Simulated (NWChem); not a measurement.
**UB3LYP5/x2c-SVPall-2c (DKH2, esp esp) run of CBrF (SMILES F[C]Br)**

What is the energy change on altering one bond length of CBrF at UB3LYP5/x2c-SVPall-2c (DKH2, esp esp)? 

Program for the calculation: NWChem 7.3.0.

2 further runs of the same task are left out: 2 set aside as unsound or not needed.

## Step 1: The structure to begin with

The species is CBrF (3 atoms), meant as a triplet with charge 0. SMILES: `F[C]Br`. Geometry: relaxed at GFN2-xTB.

Bond lengths: F1–C2 1.319 Å, C2–Br3 1.810 Å. Angles: F1–C2–Br3 124.5°.

## Step 2: A single-point energy at UB3LYP5/x2c-SVPall-2c (DKH2, esp esp)

cbrf.nw reads:

```
start cbrf
memory total 2200 mb

geometry units angstrom noautosym nocenter
zmatrix
  F
  C 1 r2
  Br 2 r3 1 a3
variables
  r2 1.31932
  r3 1.809593
  a3 124.4998
end
end

basis spherical bse
* library x2c-SVPall-2c
end

relativistic
douglas-kroll dkh
end

dft
xc vwn_5 0.19 lyp 0.81 hfexch 0.20 slater 0.80 becke88 nonlocal 0.72
mult 3
grid medium
convergence energy 1e-05
direct
iterations 100
mulliken
noprint "final vectors analysis"
end

esp
range 0.4
spacing 0.035
recalculate
end

task dft energy
task esp
```

Command:

```console
nwchem cbrf.nw > cbrf.out
```

The log of the run:

```text
[...]
          Wavefunction type:  spin polarized.
          No. of atoms     :     3
          No. of electrons :    50
[...]
          Charge           :     0
          Spin multiplicity:     3
[...]
          AO basis - number of functions:    66
[...]
              XC Information
              --------------
                     Hartree-Fock (Exact) Exchange  0.200
                        Slater Exchange Functional  0.800 local
                    Becke 1988 Exchange Functional  0.720 non-local
                      VWN V Correlation Functional  0.190 local
              Lee-Yang-Parr Correlation Functional  0.810
[...]
 d= 0,ls=0.0,diis     1  -2743.1443045038 -2.89D+03  1.16D-02  6.29D-01     3.5
[...]
 d= 0,ls=0.0,diis     9  -2743.2413492386 -5.66D-07  9.28D-06  2.59D-07    14.9
[...]
         Total DFT energy =    -2743.241349238567
      One electron energy =    -4096.920147556625
           Coulomb energy =     1319.296381354000
    Exchange-Corr. energy =     -108.681352759355
 Nuclear repulsion energy =      143.063769723413
[...]
      Total Density - Mulliken Population Analysis
     ---------------------------------------------
    Atom       Charge   Shell Charges
 -----------   ------   -------------------------------------------------------
    1 F    9     9.13   1.99  1.15  0.77  3.34  1.88  0.01
    2 C    6     5.90   1.99  0.97  0.35  1.82  0.71  0.07
    3 Br  35    34.97   2.00  2.00  1.99  1.45  0.51  2.17  3.80  0.09  5.92  2.33  2.66  8.17  1.77  0.12
[...]
      <S2> =      2.0052 (Exact =     2.0000)
[...]
 Dipole moment                                  0.252803
 Quadrupole moment Qxx                          0.072926
                   Qyy                          0.072926
                   Qzz                         -0.145852
[...]
```

Run time: 18 s. Hardware: 1 thread of INTEL XEON PLATINUM 8581C at 2.30GHz (Emerald Rapids), shared host; peak memory 0.11 GiB.

## Step 3: The distorted shape, same level

geom.xyz reads:

```xyz
3
CBrF
F      0.165892     1.165122     0.220448
C     -0.411350     0.216990    -0.201130
Br     0.181320    -1.487460    -0.066150
```

geom.nw reads:

```
start geom
title "CBrF"
memory 2200 mb
charge 0

geometry noautosym nocenter noautoz
 load format xyz geom.xyz
end

basis spherical bse
 * library x2c-SVPall-2c
end

relativistic
 douglas-kroll dkh
end

dft
 xc vwn_5 0.19 lyp 0.81 hfexch 0.20 slater 0.80 becke88 nonlocal 0.72
 mult 3
 grid medium
 convergence energy 1e-05
 direct
 maxiter 100
 mulliken
 noprint "final vectors analysis"
end

esp
 range 0.4
 spacing 0.035
 recalculate
end

task dft energy
task esp
```

Command:

```console
nwchem geom.nw > geom.out
```

The log of the run:

```text
[...]
          Wavefunction type:  spin polarized.
          No. of atoms     :     3
          No. of electrons :    50
[...]
          Charge           :     0
          Spin multiplicity:     3
[...]
          AO basis - number of functions:    66
[...]
              XC Information
              --------------
                     Hartree-Fock (Exact) Exchange  0.200
                        Slater Exchange Functional  0.800 local
                    Becke 1988 Exchange Functional  0.720 non-local
                      VWN V Correlation Functional  0.190 local
              Lee-Yang-Parr Correlation Functional  0.810
[...]
 d= 0,ls=0.0,diis     1  -2743.1403908141 -2.89D+03  1.11D-02  6.11D-01     3.7
[...]
 d= 0,ls=0.0,diis     9  -2743.2243228786 -4.68D-07  7.09D-06  5.06D-08    15.6
[...]
         Total DFT energy =    -2743.224322878563
      One electron energy =    -4106.626999649973
           Coulomb energy =     1324.212335448437
    Exchange-Corr. energy =     -108.761941112314
 Nuclear repulsion energy =      147.952282435287
[...]
      Total Density - Mulliken Population Analysis
     ---------------------------------------------
    Atom       Charge   Shell Charges
 -----------   ------   -------------------------------------------------------
    1 F    9     8.99   1.99  1.14  0.71  3.39  1.75  0.01
    2 C    6     6.00   1.99  0.95  0.35  1.92  0.70  0.09
    3 Br  35    35.01   2.00  2.00  1.99  1.44  0.52  2.17  3.80  0.09  5.92  2.33  2.69  8.17  1.77  0.12
[...]
      <S2> =      2.0046 (Exact =     2.0000)
[...]
 Dipole moment                                  0.110153
 Quadrupole moment Qxx                         -0.215036
                   Qyy                          0.422649
                   Qzz                         -0.207613
[...]
```

It took 19 s on 1 thread of INTEL XEON PLATINUM 8581C at 2.30GHz (Emerald Rapids), shared host; peak memory 0.11 GiB.

## Step 4: What came out

At UB3LYP5/x2c-SVPall-2c (DKH2, esp esp):

```
                                                         quantity           value
                                        first shape: total energy  -2743.24135 Eh
                                       first shape: dipole moment          0.81 D
                                                first shape: ⟨S²⟩           2.005
                                    distorted shape: total energy  -2743.22432 Eh
                                   distorted shape: dipole moment          0.38 D
                                            distorted shape: ⟨S²⟩           2.005
energy change with the F1–C2 bond shortened from 1.319 to 1.187 Å        0.463 eV
```

**Reading.** With the F1–C2 bond shortened from 1.319 to 1.187 Å the energy rises by 0.46 eV (44.7 kJ/mol). The first shape isn't relaxed at this level, so the change isn't measured from a minimum. Mulliken charges (first shape) run from -0.13 on F1 to +0.10 on C2; they depend strongly on the basis.
